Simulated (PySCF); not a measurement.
# CsBi+: bond curves at several levels of theory

One job finds the state of CsBi+, follows it along the bond with each method and fits the curves.

Method: Cs def2-SVP with ECP46, Bi def2-SVP with ECP60, scalar-relativistic core potentials; program: PySCF 2.14.0.

## Step 1: Set-up

Settings of the job:

* atoms: Cs, Bi
* charge: 1
* basis: Cs def2-SVP with ECP46, Bi def2-SVP with ECP60
* Hamiltonian: scalar-relativistic core potentials
* basis functions: 50
* electrons treated: 31
* masses in u: 132.9054, 208.9804
* levels: PBE0, PBE, r²SCAN, TPSS, BLYP, PW91, HF, MP2, SCS-MP2, CCSD, CCSD(T)
* grid: 80 radial by 434 angular points
* occupations: held fixed by the projection of orbital angular momentum
* dissociation limit: Cs+ + Bi, each in its ground configuration
* starting distance in angstrom: 3.765
* values of 2S to try: 1, 3

Started as:

```bash
> OMP_NUM_THREADS=1 python dia.py task.json out
```

After this run come: The PBE0 curve of the state that the search chose; Excited determinants; PBE; r²SCAN (meta-GGA); TPSS (meta-GGA); BLYP (GGA); PW91; UHF (mean field); Adding correlation.

Q: Predict the outcome of this session. Wanted: for each run, Re; ωe; De; μ.

The runs gave:

Lowest PBE0 solution found, without spin–orbit coupling: ⁴Σ⁻ (quartet), unpaired electrons σ ↑, π ↑↑. State 2 has its PBE0 minimum 0.64 eV higher, as a spin-mixed determinant (⟨S²⟩ = 1.76), so this is no gap between pure states. State 3 has its PBE0 minimum 0.66 eV higher, as a spin-mixed determinant (⟨S²⟩ = 1.76), so this is no gap between pure states. State 4 has its PBE0 minimum 1.22 eV higher. The other levels ran on the lowest alone.

```
      level  Re (Å)  ωe (cm⁻¹)  De (eV)   μ (D)
        UHF   4.638       21.8    0.075  -12.29
    UHF-MP2   4.395       28.0    0.117     n/a
UHF-SCS-MP2   4.432       26.8    0.108     n/a
   UHF-CCSD   4.400       28.1    0.118     n/a
UHF-CCSD(T)   4.387       28.5    0.121     n/a
        PBE   4.279       30.7    0.150  -10.57
       PW91   4.255       31.9    0.163  -10.47
       BLYP   4.396       28.0    0.133  -10.91
       TPSS   4.323       29.2    0.129  -10.84
     r²SCAN   4.314       29.5    0.119  -10.99
       PBE0   4.292       29.6    0.126  -10.82
```

De is counted to Cs+ + Bi in their ground configurations. A positive dipole points from Cs to Bi; in an ion it is taken about the centre of mass and does not tell which atom is negative.

In words: Bond lengths run from 4.255 Å (PW91) to 4.638 Å (UHF). CCSD(T) can't serve as the judge here: for a weak bond in this basis it is far from its limit. Of the levels with a De here, UHF gives the least (0.075 eV) and PW91 the most (0.163 eV).

Correlated steps freeze 4 core orbitals. Spin–orbit coupling is left out, which matters for elements this heavy, above all for dissociation energies. The bond is weak, and basis-set superposition, which was not computed, may be a sizeable part of it. With spin–orbit coupling the term label itself may not hold.
